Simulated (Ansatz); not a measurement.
## AlH3S, SMILES [AlH2][SH]: energies of removing a hydrogen, step by step

Computed with Ansatz 0.2.0 through its Python package.

Typed at the interpreter:
```pycon
>>> import ansatz as az
>>> SETTINGS = {
...     'basis_set': 'def2-TZVP',
...     'functional': 'r2scan0',
... }
>>> def total_energy(molecule, charge=0, unpaired=0):
...     calc = (
...         molecule.calculation()
...         .basis(gaussian=SETTINGS['basis_set'])
...         .functional(SETTINGS['functional'])
...     )
...     if charge:
...         calc = calc.charge(charge)
...     if unpaired:
...         calc = calc.spin('collinear', total=unpaired)
...     return calc.run(threads=1, pin='off').report['free_energy_ev']
...
>>> GEOMETRY = '''
... Al   -0.58020    0.06810   -0.18410
... S     1.19150    0.37730    1.12320
... H    -1.75290   -0.99390    0.15160
... H    -0.74440    1.04000   -1.49380
... H     1.93600   -0.56510    0.36160
... '''
>>> def without(molecule, index):
...     rest = az.Crystal.molecule()
...     for i, site in enumerate(molecule.cartesian_sites):
...         if i != index:
...             rest = rest.atom(site.symbol, site.position_ang)
...     return rest
...
>>> molecule = az.Crystal.molecule()
>>> for line in GEOMETRY.strip().splitlines():
...     symbol, *xyz = line.split()
...     molecule = molecule.atom(symbol, [float(v) for v in xyz])
...
>>> whole = total_energy(molecule, 0)
>>> hydrogen = total_energy(az.Crystal.molecule().atom('H', (0, 0, 0)), 0, 1)
>>> print(f'E(molecule) = {whole:.5f} eV, E(H) = {hydrogen:.5f} eV')
E(molecule) = -17480.25246 eV, E(H) = -13.60215 eV
>>> for index in [3, 4]:
...     radical = total_energy(without(molecule, index), 0, 1)
...     print(f'H{index}: homolysis {96.485332 * (radical + hydrogen - whole):.1f} kJ/mol')
...     anion = total_energy(without(molecule, index), -1)
...     print(f'H{index}: loss of a proton {96.485332 * (anion - whole):.1f} kJ/mol')
...
H3: homolysis 340.7 kJ/mol
H3: loss of a proton 1604.8 kJ/mol
H4: homolysis 344.1 kJ/mol
H4: loss of a proton 1406.1 kJ/mol
```

Total energies depend on the basis set; only differences at equal settings carry meaning. The geometry is a force-field or estimated start, not a minimum of this method, and the basis set is short of its limit. All parts are taken at fixed geometry, without zero-point energy. Anions want diffuse functions, which this basis lacks. Timing: 26 s on 1 thread of Arm Neoverse V1, with other jobs on the host, peak memory 0.3 GiB.
